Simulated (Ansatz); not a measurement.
# N: the cost of one run

Program: Ansatz 0.2.0. Level of theory: DFT PBE+D3(BJ), plane waves, PAW, scalar-relativistic, no spin polarisation. These are calculated values, not measurements.

### 1 The structure to begin with

The cell holds 24 atoms (N24): a = 8.862 Å, b = 8.862 Å, c = 8.862 Å, α = 90.00°, β = 90.00°, γ = 90.00°.

Structure file:

```
CELL_PARAMETERS angstrom
8.86210 0.00000 0.00000
0.00000 8.86210 0.00000
0.00000 0.00000 8.86210
ATOMIC_POSITIONS crystal
N 0.75926 0.61995 0.38948
N 0.87283 0.61603 0.33165
N 0.63426 0.80872 0.69678
N 0.71217 0.82668 0.79610
N 0.29079 0.28278 0.80141
N 0.29578 0.27961 0.67404
N 0.55472 0.19672 0.07388
N 0.67879 0.17243 0.05734
N 0.11700 0.02229 0.56254
N 0.09661 0.12520 0.49007
N 0.25312 0.65559 0.81156
N 0.33735 0.63577 0.71790
N 0.15616 0.49852 0.28594
N 0.18044 0.37517 0.26466
N 0.19766 0.85483 0.33085
N 0.19917 0.87906 0.20568
N 0.55583 0.86660 0.09172
N 0.44367 0.80613 0.08716
N 0.55455 0.27587 0.47707
N 0.67811 0.28132 0.50806
N 0.93787 0.33930 0.71718
N 0.85112 0.41080 0.77737
N 0.11960 0.88802 0.92968
N 0.03706 0.97900 0.89553
```

### 2 Relaxing the start

input.yaml reads:

```yaml
accuracy: low
crystal:
  lattice:
    - [8.862095, 0.0, 0.0]
    - [0.0, 8.862095, 0.0]
    - [0.0, 0.0, 8.862095]
  atoms:
    - { symbol: "N", position: [0.7592647, 0.6199519, 0.3894838] }
    - { symbol: "N", position: [0.8728349, 0.6160287, 0.3316522] }
    - { symbol: "N", position: [0.6342582, 0.8087217, 0.6967756] }
    - { symbol: "N", position: [0.7121653, 0.8266849, 0.7961026] }
    - { symbol: "N", position: [0.29079, 0.2827791, 0.8014095] }
    - { symbol: "N", position: [0.29578, 0.2796122, 0.6740395] }
    - { symbol: "N", position: [0.554716, 0.196718, 0.0738838] }
    - { symbol: "N", position: [0.67879, 0.1724271, 0.057341] }
    - { symbol: "N", position: [0.1170014, 0.0222873, 0.5625405] }
    - { symbol: "N", position: [0.0966063, 0.1251966, 0.4900714] }
    - { symbol: "N", position: [0.2531243, 0.6555865, 0.8115577] }
    - { symbol: "N", position: [0.3373523, 0.6357676, 0.7179045] }
    - { symbol: "N", position: [0.1561582, 0.4985193, 0.2859411] }
    - { symbol: "N", position: [0.1804435, 0.3751691, 0.264657] }
    - { symbol: "N", position: [0.1976634, 0.8548286, 0.3308496] }
    - { symbol: "N", position: [0.1991679, 0.8790621, 0.2056755] }
    - { symbol: "N", position: [0.5558299, 0.8665983, 0.0917238] }
    - { symbol: "N", position: [0.4436665, 0.8061282, 0.0871629] }
    - { symbol: "N", position: [0.5545499, 0.2758678, 0.4770683] }
    - { symbol: "N", position: [0.6781121, 0.2813236, 0.5080632] }
    - { symbol: "N", position: [0.9378655, 0.3393048, 0.7171794] }
    - { symbol: "N", position: [0.8511239, 0.4107952, 0.7773714] }
    - { symbol: "N", position: [0.119604, 0.8880193, 0.929677] }
    - { symbol: "N", position: [0.037057, 0.9790047, 0.8955343] }
basis:
  ecutwfc: 420.0
kpoints:
  mp_grid: { grid: [1, 1, 1] }
hamiltonian:
  xc: pbe
  dispersion: d3bj
scf:
  occupations: { method: fermi_dirac, width: 0.05 }
  lower_state_search: "off"
relax:
  f_tol: 0.3
  max_steps: 15
  adjacent_minimum: "off"
```

Started as:

```sh
$ ansatz run input.yaml --threads 1 --pin off --max-ram 3072MiB --backend cpu --events-out ev --progress --plain --runs-dir out
```

What time and memory should one allow on 1 thread of Intel Xeon Platinum 8259CL at 2.50GHz (Skylake/Cascade Lake), shared host?

About 49 s, with a peak of 0.6 GiB.
